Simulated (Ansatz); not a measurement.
# CH4BO (SMILES [BH]OC) at UBHLYP/def2-TZVP

Aim: the electronic atomisation energy of CH4BO at UBHLYP/def2-TZVP, from 5 runs. 

The results are computed with Ansatz 0.2.0.

34 further runs of the same task are left out: 34 set aside as unsound or not needed.

## (1) The molecule

CH4BO: 7 atoms, total charge 0, spin state doublet. SMILES: `[BH]OC`. Geometry: relaxed at PBE0-D4/def2-TZVP. This is one conformer, not always the lowest.

Bond lengths: B1–O2 1.320 Å, O2–C3 1.426 Å, B1–H4 1.207 Å, C3–H5 1.093 Å, C3–H6 1.090 Å, C3–H7 1.090 Å. Angles: B1–O2–C3 124.1°, O2–B1–H4 124.7°, O2–C3–H5 110.9°, O2–C3–H6 108.4°, O2–C3–H7 108.4°, H5–C3–H6 109.9°, H5–C3–H7 109.9°, H6–C3–H7 109.2°.

## (2) The energy at UBHLYP/def2-TZVP

job.yaml

```yaml
basis:
  gaussian: {orbitals: def2-TZVP}
crystal:
  periodic: [false, false, false]
  atoms:
    - {symbol: B, position_ang: [-1.319600, -1.025700, -0.172900]}
    - {symbol: O, position_ang: [-0.272400, -0.707100, 0.564500]}
    - {symbol: C, position_ang: [0.642200, 0.338600, 0.243900]}
    - {symbol: H, position_ang: [-1.628500, -0.474200, -1.201600]}
    - {symbol: H, position_ang: [0.357800, 0.834000, -0.687600]}
    - {symbol: H, position_ang: [0.643000, 1.059300, 1.062300]}
    - {symbol: H, position_ang: [1.638900, -0.092800, 0.145600]}
magnetization: {spin_polarized: true, initial_magnetization: 1}
accuracy: high
output: {orbitals: {seedname: orbitals}}
hamiltonian: {xc: {name: BHLYP}}
```

The run is started by

```console
ansatz run job.yaml --threads 1 --pin off --max-ram 3480MiB --events-out events.jsonl --progress --plain --runs-dir runs
```

Output:

```text
Warning: RAYON_NUM_THREADS=1 ignored (pool sized by the plan → 1); use --threads N
Functional definition: BHLYP
  name "BHLYP"
  parameter a = 0.5
  exchange = (1 - a)*b88_x + a*exact_x
  correlation = lyp_c
2137 factors; integrals over basis functions are off by at most 3.8e-9 eV
mean field evaluation 1: about -3820.0818 eV, gradient 2.9e1 eV
mean field evaluation 2: about -3819.1735 eV, gradient 3.5e1 eV
mean field evaluation 4: about -3823.5065 eV, gradient 1.4e0 eV
mean field evaluation 8: about -3823.5683 eV, gradient 4.0e-2 eV
mean field evaluation 16: about -3823.5683 eV, gradient 1.1e-4 eV
mean field -3823.56829859 eV, -140.5135432654 hartree, gradient 2.1e-8 eV, S^2 0.752299; 0 other end points of the search recorded, 0 dependent functions left out
reference -3823.56832359 eV, -140.5135441843 hartree; 12, 11 occupied and 105, 106 virtual orbitals, 2137 factors
Total energy: -3823.56832359 eV, -140.5135441843 hartree
```

Wall time 13 s (1 thread of Arm Neoverse V1, shared host); peak memory 0.42 GiB.

## (3) The B atom

input.yaml

```yaml
crystal:
  periodic: [false, false, false]
  atoms:
    - symbol: B
      position_ang: [0.000000, 0.000000, 0.000000]
basis:
  gaussian:
    orbitals: def2-TZVP
magnetization:
  spin_polarized: true
  initial_magnetization: 1
hamiltonian:
  xc: {name: BHLYP}
accuracy: high
```

Run the same way, it converges to -24.65379 Eh (log not shown).

## (4) The C atom at the same level

input.yaml

```yaml
crystal:
  periodic: [false, false, false]
  atoms:
    - {symbol: C, position_ang: [0.000000, 0.000000, 0.000000]}
basis:
  gaussian: {orbitals: def2-TZVP}
magnetization: {spin_polarized: true, initial_magnetization: 2}
hamiltonian: {xc: {name: BHLYP}}
accuracy: high
```

Run the same way, it converges to -37.84774 Eh (log not shown).

## (5) The H atom at the same level

run.yaml

```yaml
crystal:
  periodic: [false, false, false]
  atoms:
    - {symbol: H, position_ang: [0.000000, 0.000000, 0.000000]}
basis:
  gaussian:
    orbitals: def2-TZVP
magnetization:
  spin_polarized: true
  initial_magnetization: 1
hamiltonian:
  xc: {name: BHLYP}
accuracy: high
```

The run is started by

```console
ansatz run run.yaml --threads 1 --pin off --max-ram 3480MiB --events-out events.jsonl --progress --plain --runs-dir runs
```

Output:

```text
Warning: RAYON_NUM_THREADS=1 ignored (pool sized by the plan → 1); use --threads N
[... 5 set-up lines as earlier in the session ...]
21 factors; integrals over basis functions are off by at most 4.9e-8 eV
mean field evaluation 1: about -13.5552 eV, gradient 8.5e-1 eV
mean field evaluation 2: about -13.5661 eV, gradient 1.6e-1 eV
mean field evaluation 4: about -13.5661 eV, gradient 2.4e-3 eV
mean field evaluation 8: about -13.5661 eV, gradient 2.2e-9 eV
mean field -13.56607343 eV, -0.4985440032 hartree, gradient 5.5e-10 eV, S^2 0.750000; 0 other end points of the search recorded, 0 dependent functions left out
reference -13.56608916 eV, -0.4985445813 hartree; 1, 0 occupied and 5, 6 virtual orbitals, 21 factors
Total energy: -13.56608916 eV, -0.4985445813 hartree
```

Run time: 0.14 s. Hardware: 1 thread of Arm Neoverse V1, shared host.

## (6) The O atom, same level

molecule.yaml

```yaml
crystal:
  periodic: [false, false, false]
  atoms:
    - symbol: O
      position_ang: [0.000000, 0.000000, 0.000000]
basis:
  gaussian:
    orbitals: def2-TZVP
magnetization:
  spin_polarized: true
  initial_magnetization: 2
hamiltonian:
  xc: {name: BHLYP}
accuracy: high
```

The run is started by

```console
ansatz run molecule.yaml --threads 1 --pin off --max-ram 3480MiB --events-out events.jsonl --progress --plain --runs-dir runs
```

Output:

```text
Warning: RAYON_NUM_THREADS=1 ignored (pool sized by the plan → 1); use --threads N
[... 5 set-up lines as earlier in the session ...]
306 factors; integrals over basis functions are off by at most 3.5e-9 eV
mean field evaluation 1: about -2042.8318 eV, gradient 6.5e0 eV
mean field evaluation 2: about -2042.9427 eV, gradient 1.3e0 eV
mean field evaluation 4: about -2042.9519 eV, gradient 1.2e-1 eV
mean field evaluation 8: about -2042.9525 eV, gradient 1.4e-3 eV
mean field evaluation 16: about -2042.9525 eV, gradient 7.0e-8 eV
mean field -2042.95253179 eV, -75.0771207802 hartree, gradient 7.0e-8 eV, S^2 2.004422; 0 other end points of the search recorded, 0 dependent functions left out
reference -2042.95254437 eV, -75.0771212427 hartree; 5, 3 occupied and 26, 28 virtual orbitals, 306 factors
Total energy: -2042.95254437 eV, -75.0771212427 hartree
```

Wall time 0.52 s (1 thread of Arm Neoverse V1, shared host).

## (7) Summary of results

Level: UBHLYP/def2-TZVP.

| quantity | value |
| --- | --- |
| molecule: total energy | -140.51354 Eh |
| molecule: HOMO energy (highest over α and β) | -6.57 eV |
| molecule: LUMO energy (lowest over α and β) | -0.16 eV |
| molecule: ⟨S²⟩ | 0.752 |
| B atom: total energy | -24.65379 Eh |
| B atom: ⟨S²⟩ | 0.755 |
| C atom: total energy | -37.84774 Eh |
| C atom: ⟨S²⟩ | 2.005 |
| H atom: total energy | -0.49854 Eh |
| H atom: ⟨S²⟩ | 0.750 |
| O atom: total energy | -75.07712 Eh |
| O atom: ⟨S²⟩ | 2.004 |
| electronic atomisation energy | 25.598 eV |

Taking the molecule apart into free atoms costs 25.60 eV (2470 kJ/mol), before zero-point energy and without spin-orbit coupling.
